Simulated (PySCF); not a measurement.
# CH5FOSi: electronic excitations at several levels of theory

Aim: compute the electronic excitations of CH5FOSi (`CO[SiH2]F`) at several levels, and see how far they spread and what each costs.

The runs use PySCF 2.14.0, with density-fitted response routines of our own; the level of theory stands in each step. All values are computed, except where a source is named. Atoms are numbered from 0 throughout.

## 1. The starting structure

9 atoms, charge 0, multiplicity 1; geometry from: PBE0-D3(BJ)/def2-SVP.

Bonds of the start (Å): C0–O1 1.40, O1–Si2 1.64, Si2–F3 1.62, C0–H4 1.10, C0–H5 1.11, C0–H6 1.10, Si2–H7 1.48, Si2–H8 1.49.

## 2. Excited states and response: wB97X-D/def2-SVPD

What the job is given:

```
{"job": {"kind": "uv", "xc": "wB97X-D", "basis": "def2-SVPD", "ip": true}, "charge": 0, "multiplicity": 1}
C     -1.403256    -0.061069    -0.665947
O     -0.151863     0.572251    -0.690250
Si     1.226380     0.007352     0.003072
F      1.775034    -1.286586    -0.807357
H     -2.178911     0.677316    -0.917453
H     -1.638263    -0.479838     0.330029
H     -1.452791    -0.879370    -1.404082
H      2.233989     1.086617    -0.095603
H      0.964890    -0.449793     1.396318
```

With the program's defaults for keys left out, this is: TDDFT wB97X-D/def2-SVPD, vertical, gas phase, core orbitals frozen in the response.

On the command line:

```console
$ OMP_NUM_THREADS=1 python probes_run.py task.json out
```

The driver reads the jobs from task.json and runs them one after another.

Output:

```text
coarse grid: 7984 points
cycle   1  E = -505.2716625571  dE =  2.097e-01  |g| = 7.497e-01  |ddm| = 3.436e+00
cycle   2  E = -505.2375923250  dE =  3.407e-02  |g| = 9.075e-01  |ddm| = 1.498e+00
cycle   3  E = -505.3769983956  dE = -1.394e-01  |g| = 3.834e-02  |ddm| = 6.402e-01
cycle   4  E = -505.3773045797  dE = -3.062e-04  |g| = 1.954e-02  |ddm| = 9.117e-02
cycle   5  E = -505.3773688735  dE = -6.429e-05  |g| = 8.638e-03  |ddm| = 3.347e-02
cycle   6  E = -505.3773819206  dE = -1.305e-05  |g| = 1.123e-03  |ddm| = 1.241e-02
cycle   7  E = -505.3773822305  dE = -3.099e-07  |g| = 3.340e-04  |ddm| = 3.072e-03
final grid: 72808 points
cycle   8  E = -505.4483832400  dE = -5.153e-05  |g| = 5.153e-03  |ddm| = 7.659e-02
cycle   9  E = -505.4483834106  dE = -1.705e-07  |g| = 5.743e-03  |ddm| = 1.604e-02
cycle  10  E = -505.4483883473  dE = -4.937e-06  |g| = 3.420e-04  |ddm| = 3.544e-03
cycle  11  E = -505.4483883901  dE = -4.283e-08  |g| = 1.772e-04  |ddm| = 1.460e-03
cycle  12  E = -505.4483883966  dE = -6.512e-09  |g| = 7.068e-05  |ddm| = 3.286e-04
cycle  13  E = -505.4483883976  dE = -1.028e-09  |g| = 1.372e-05  |ddm| = 9.513e-05
cycle  14  E = -505.4483883977  dE = -7.174e-11  |g| = 5.127e-06  |ddm| = 3.573e-05
converged SCF energy = -505.4483883977

Static polarisability (au): isotropic 42.378, principal 38.741 40.160 48.234

Singlet excitations
state   eV       nm        f      main configurations
  1   8.1975    151.2   0.00369   H->L 0.67, H->L+1 0.16, H->L+2 0.11
  2   8.3699    148.1   0.01370   H->L+1 0.52, H-1->L+1 0.13, H-1->L 0.10
  3   8.5646    144.8   0.00647   H-1->L 0.42, H-1->L+1 0.39
  4   8.7938    141.0   0.05219   H-1->L+1 0.32, H-1->L 0.27, H->L+1 0.22
  5   9.0506    137.0   0.04106   H->L+2 0.59, H->L+3 0.15, H->L 0.11
  6   9.3019    133.3   0.01388   H-1->L+2 0.35, H-2->L+1 0.19, H-2->L 0.15
  7   9.3886    132.1   0.02277   H-2->L+1 0.41, H-2->L 0.37
  8   9.5215    130.2   0.13379   H-1->L+2 0.21, H-2->L+1 0.19, H->L+3 0.16
  9   9.6950    127.9   0.00579   H->L+3 0.28, H-2->L+2 0.25, H-1->L+3 0.22
 10   9.9083    125.1   0.01469   H->L+4 0.78

Triplet excitations (Tamm-Dancoff, eV): 7.9323 7.9990 8.2656 8.3670
Vertical ionisation energy (delta-SCF) = 11.2365 eV
```

Wall time 51 s (1 thread of Arm Neoverse V2, shared host); peak memory 0.6 GiB.

The orbitals next to the gap, with their largest atomic shares:

| orbital | eV | atoms |
| --- | --- | --- |
| HOMO−3 | -13.53 | F3 41 %, Si2 20 %, H8 11 % |
| HOMO−2 | -11.90 | Si2 24 %, H7 20 %, F3 13 % |
| HOMO−1 | -11.07 | O1 45 %, C0 13 %, Si2 11 % |
| HOMO | -10.72 | O1 55 %, C0 15 %, Si2 8 % |
| LUMO | 2.15 | Si2 38 %, C0 18 %, O1 8 % |
| LUMO+1 | 2.35 | Si2 32 %, O1 17 %, H8 15 % |
| LUMO+2 | 2.68 | Si2 42 %, H7 14 %, H8 13 % |

With each of the 10 states as a Gaussian band of 0.4 eV half-width at 1/e, the curve within the window shown has maxima at 131 nm (ε 7,700) L/(mol cm). Beyond the last state computed it falls off for lack of states. The curve at chosen wavelengths:

```json
{"nm": "121", "ε (L/mol/cm)": "686"}
{"nm": "123", "ε (L/mol/cm)": "1717"}
{"nm": "124", "ε (L/mol/cm)": "2507"}
{"nm": "126", "ε (L/mol/cm)": "4535"}
{"nm": "128", "ε (L/mol/cm)": "6550"}
{"nm": "129", "ε (L/mol/cm)": "7254"}
{"nm": "131", "ε (L/mol/cm)": "7704"}
{"nm": "132", "ε (L/mol/cm)": "7485"}
{"nm": "134", "ε (L/mol/cm)": "6571"}
{"nm": "136", "ε (L/mol/cm)": "5589"}
{"nm": "137", "ε (L/mol/cm)": "5180"}
{"nm": "139", "ε (L/mol/cm)": "4500"}
{"nm": "141", "ε (L/mol/cm)": "3860"}
{"nm": "142", "ε (L/mol/cm)": "3522"}
{"nm": "144", "ε (L/mol/cm)": "2823"}
{"nm": "146", "ε (L/mol/cm)": "2157"}
{"nm": "147", "ε (L/mol/cm)": "1857"}
{"nm": "149", "ε (L/mol/cm)": "1341"}
{"nm": "151", "ε (L/mol/cm)": "932"}
{"nm": "152", "ε (L/mol/cm)": "763"}
{"nm": "154", "ε (L/mol/cm)": "490"}
{"nm": "155", "ε (L/mol/cm)": "383"}
{"nm": "157", "ε (L/mol/cm)": "222"}
{"nm": "159", "ε (L/mol/cm)": "119"}
{"nm": "160", "ε (L/mol/cm)": "84"}
{"nm": "162", "ε (L/mol/cm)": "40"}
```

Further results of this job:

| property | computed |
| --- | --- |
| dipole moment (D) | 1.67 |
| polarisability (Å³) | 6.28 |
| HOMO–LUMO gap (eV) | 12.87 |
| −ε(HOMO) (eV) | 10.72 |

## 3. TDDFT and polarisability: LC-wPBE/def2-SVPD

Settings changed since step 2:

```diff
@@ -1,2 +1,2 @@
-{"job": {"kind": "uv", "xc": "wB97X-D", "basis": "def2-SVPD", "ip": true}, "charge": 0, "multiplicity": 1}
+{"job": {"kind": "uv", "xc": "LC-wPBE", "basis": "def2-SVPD", "ip": true}, "charge": 0, "multiplicity": 1}
 C     -1.403256    -0.061069    -0.665947
```

Method: TDDFT LC-wPBE/def2-SVPD, vertical, gas phase, core orbitals frozen in the response.

Output:

```text
coarse grid: 7984 points
cycle   1  E = -505.1121887533  dE =  2.156e-01  |g| = 7.451e-01  |ddm| = 3.347e+00
cycle   2  E = -505.1085457698  dE =  3.643e-03  |g| = 8.168e-01  |ddm| = 1.379e+00
cycle   3  E = -505.2188118934  dE = -1.103e-01  |g| = 4.224e-02  |ddm| = 5.553e-01
cycle   4  E = -505.2192662936  dE = -4.544e-04  |g| = 1.435e-02  |ddm| = 9.384e-02
cycle   5  E = -505.2193142954  dE = -4.800e-05  |g| = 6.911e-03  |ddm| = 3.787e-02
cycle   6  E = -505.2193229749  dE = -8.679e-06  |g| = 1.604e-03  |ddm| = 9.037e-03
final grid: 72808 points
cycle   7  E = -505.3096347002  dE = -1.799e-05  |g| = 5.865e-03  |ddm| = 3.907e-02
cycle   8  E = -505.3096350927  dE = -3.924e-07  |g| = 6.056e-03  |ddm| = 9.117e-03
cycle   9  E = -505.3096407717  dE = -5.679e-06  |g| = 3.821e-04  |ddm| = 3.816e-03
cycle  10  E = -505.3096408280  dE = -5.628e-08  |g| = 1.261e-04  |ddm| = 7.447e-04
cycle  11  E = -505.3096408261  dE =  1.955e-09  |g| = 2.434e-05  |ddm| = 2.765e-04
cycle  12  E = -505.3096408263  dE = -2.796e-10  |g| = 1.145e-05  |ddm| = 6.346e-05
converged SCF energy = -505.3096408263

Static polarisability (au): isotropic 41.797, principal 38.345 39.614 47.433

Singlet excitations
state   eV       nm        f      main configurations
  1   8.5186    145.5   0.00522   H->L 0.47, H->L+2 0.17, H->L+1 0.14
  2   8.6151    143.9   0.00934   H->L+1 0.35, H-1->L+1 0.20, H-2->L+1 0.09
  3   8.8573    140.0   0.00675   H-1->L 0.37, H-1->L+1 0.22, H-1->L+2 0.13
  4   9.2011    134.7   0.05629   H-1->L+1 0.23, H->L+1 0.22, H-1->L 0.16
  5   9.4240    131.6   0.02644   H->L 0.22, H->L+2 0.21, H->L+3 0.20
  6   9.6052    129.1   0.04462   H-1->L+3 0.13, H-2->L 0.11, H-1->L+2 0.11
  7   9.7694    126.9   0.02840   H-2->L+1 0.34, H-2->L 0.24, H-1->L+1 0.09
  8   9.8651    125.7   0.15856   H-1->L+2 0.16, H-2->L+3 0.12, H-2->L+1 0.10
  9  10.0409    123.5   0.00868   H-1->L+3 0.30, H-2->L+2 0.19, H->L+3 0.11
 10  10.3475    119.8   0.05955   H->L+4 0.53, H->L+6 0.09

Triplet excitations (Tamm-Dancoff, eV): 8.0012 8.0258 8.3692 8.5952
Vertical ionisation energy (delta-SCF) = 11.4486 eV
```

It took 45 s on 1 thread of Arm Neoverse V2, shared host; peak memory 0.59 GiB.

This run: HOMO -11.60 eV, LUMO 2.25 eV; lowest singlet 8.52 eV.

## 4. TDDFT and polarisability: PBE0/6-31G*

Settings changed since step 3:

```diff
@@ -1,2 +1,2 @@
-{"job": {"kind": "uv", "xc": "LC-wPBE", "basis": "def2-SVPD", "ip": true}, "charge": 0, "multiplicity": 1}
+{"job": {"kind": "uv", "xc": "PBE0", "basis": "6-31G*"}, "charge": 0, "multiplicity": 1}
 C     -1.403256    -0.061069    -0.665947
```

Method: TDDFT PBE0/6-31G*, vertical, gas phase, core orbitals frozen in the response.

Output:

```text
coarse grid: 7984 points
cycle   1  E = -505.3002570326  dE =  2.553e-01  |g| = 7.750e-01  |ddm| = 2.537e+00
cycle   2  E = -505.1495186436  dE =  1.507e-01  |g| = 1.199e+00  |ddm| = 1.450e+00
cycle   3  E = -505.4083780427  dE = -2.589e-01  |g| = 5.124e-02  |ddm| = 9.235e-01
cycle   4  E = -505.4085920872  dE = -2.140e-04  |g| = 4.175e-02  |ddm| = 6.059e-02
cycle   5  E = -505.4088866094  dE = -2.945e-04  |g| = 5.154e-03  |ddm| = 2.976e-02
cycle   6  E = -505.4088914630  dE = -4.854e-06  |g| = 5.291e-04  |ddm| = 4.019e-03
final grid: 72808 points
cycle   7  E = -505.3805325946  dE = -5.987e-06  |g| = 6.568e-03  |ddm| = 9.933e-03
cycle   8  E = -505.3805245769  dE =  8.018e-06  |g| = 9.346e-03  |ddm| = 9.940e-03
cycle   9  E = -505.3805410873  dE = -1.651e-05  |g| = 8.026e-04  |ddm| = 6.063e-03
cycle  10  E = -505.3805412336  dE = -1.462e-07  |g| = 5.702e-05  |ddm| = 6.624e-04
cycle  11  E = -505.3805412340  dE = -4.572e-10  |g| = 3.645e-05  |ddm| = 6.811e-05
cycle  12  E = -505.3805412342  dE = -1.905e-10  |g| = 1.204e-05  |ddm| = 3.044e-05
converged SCF energy = -505.3805412342

Static polarisability (au): isotropic 33.326, principal 29.538 31.373 39.068

Singlet excitations
state   eV       nm        f      main configurations
  1   8.2931    149.5   0.01954   H->L 0.67, H->L+1 0.28
  2   8.4706    146.4   0.01377   H->L+1 0.65, H->L 0.17, H-1->L 0.10
  3   8.6094    144.0   0.01046   H-1->L 0.80, H-1->L+1 0.10
  4   8.9717    138.2   0.04093   H-1->L+1 0.81, H->L 0.09
  5   9.3565    132.5   0.00562   H-2->L 0.96
  6   9.7249    127.5   0.00440   H-2->L+1 0.95
  7  10.0510    123.4   0.04772   H->L+2 0.96
  8  10.5187    117.9   0.05139   H-1->L+2 0.89
  9  10.5976    117.0   0.00449   H->L+3 0.85
 10  10.8790    114.0   0.04341   H-3->L 0.70, H-3->L+1 0.13

Triplet excitations (Tamm-Dancoff, eV): 7.8128 8.0103 8.2393 8.4307
```

It took 4.2 s on 1 thread of Arm Neoverse V2, shared host; peak memory 0.39 GiB.

This run: HOMO -8.51 eV, LUMO 1.23 eV; lowest singlet 8.29 eV.

## 5. Excited states and response: PBE0/def2-SVP

Settings changed since step 4:

```diff
@@ -1,2 +1,2 @@
-{"job": {"kind": "uv", "xc": "PBE0", "basis": "6-31G*"}, "charge": 0, "multiplicity": 1}
+{"job": {"kind": "uv", "xc": "PBE0", "basis": "def2-SVP"}, "charge": 0, "multiplicity": 1}
 C     -1.403256    -0.061069    -0.665947
```

With the program's defaults for keys left out, this is: TDDFT PBE0/def2-SVP, vertical, gas phase, core orbitals frozen in the response.

Output:

```text
coarse grid: 7984 points
cycle   1  E = -504.9722499486  dE =  2.323e-01  |g| = 7.639e-01  |ddm| = 2.780e+00
cycle   2  E = -504.8268894240  dE =  1.454e-01  |g| = 1.179e+00  |ddm| = 1.502e+00
cycle   3  E = -505.0773205084  dE = -2.504e-01  |g| = 5.293e-02  |ddm| = 9.533e-01
cycle   4  E = -505.0775836240  dE = -2.631e-04  |g| = 4.059e-02  |ddm| = 6.455e-02
cycle   5  E = -505.0778648005  dE = -2.812e-04  |g| = 5.739e-03  |ddm| = 3.099e-02
cycle   6  E = -505.0778705927  dE = -5.792e-06  |g| = 3.725e-04  |ddm| = 4.523e-03
final grid: 72808 points
cycle   7  E = -505.1468220998  dE = -6.879e-06  |g| = 7.386e-03  |ddm| = 1.286e-02
cycle   8  E = -505.1468114553  dE =  1.064e-05  |g| = 1.063e-02  |ddm| = 1.162e-02
cycle   9  E = -505.1468326330  dE = -2.118e-05  |g| = 8.838e-04  |ddm| = 7.149e-03
cycle  10  E = -505.1468328144  dE = -1.814e-07  |g| = 7.036e-05  |ddm| = 7.971e-04
cycle  11  E = -505.1468328153  dE = -8.570e-10  |g| = 3.361e-05  |ddm| = 8.703e-05
cycle  12  E = -505.1468328155  dE = -1.668e-10  |g| = 1.262e-05  |ddm| = 3.134e-05
converged SCF energy = -505.1468328155

Static polarisability (au): isotropic 34.832, principal 30.522 33.159 40.815

Singlet excitations
state   eV       nm        f      main configurations
  1   8.4228    147.2   0.01018   H->L 0.54, H->L+1 0.40
  2   8.5621    144.8   0.02166   H->L+1 0.52, H->L 0.30, H-1->L+1 0.10
  3   8.7393    141.9   0.00468   H-1->L 0.86, H-1->L+1 0.08
  4   8.9956    137.8   0.05370   H-1->L+1 0.77, H->L 0.10
  5   9.4943    130.6   0.00350   H-2->L 0.86
  6   9.6207    128.9   0.04902   H->L+2 0.82, H-2->L 0.08
  7   9.7578    127.1   0.03413   H-2->L+1 0.80
  8  10.0025    124.0   0.00166   H->L+3 0.72, H-1->L+2 0.09
  9  10.0360    123.5   0.06654   H-1->L+2 0.79, H->L+3 0.13
 10  10.4081    119.1   0.04022   H-1->L+3 0.72, H->L+4 0.14

Triplet excitations (Tamm-Dancoff, eV): 7.9360 8.0924 8.3124 8.4200
```

Run time: 5.1 s. Hardware: 1 thread of Arm Neoverse V2, shared host; peak memory 0.43 GiB.

In short: HOMO -8.61 eV, LUMO 1.34 eV; lowest singlet 8.42 eV.

[end of part 1 of 2]
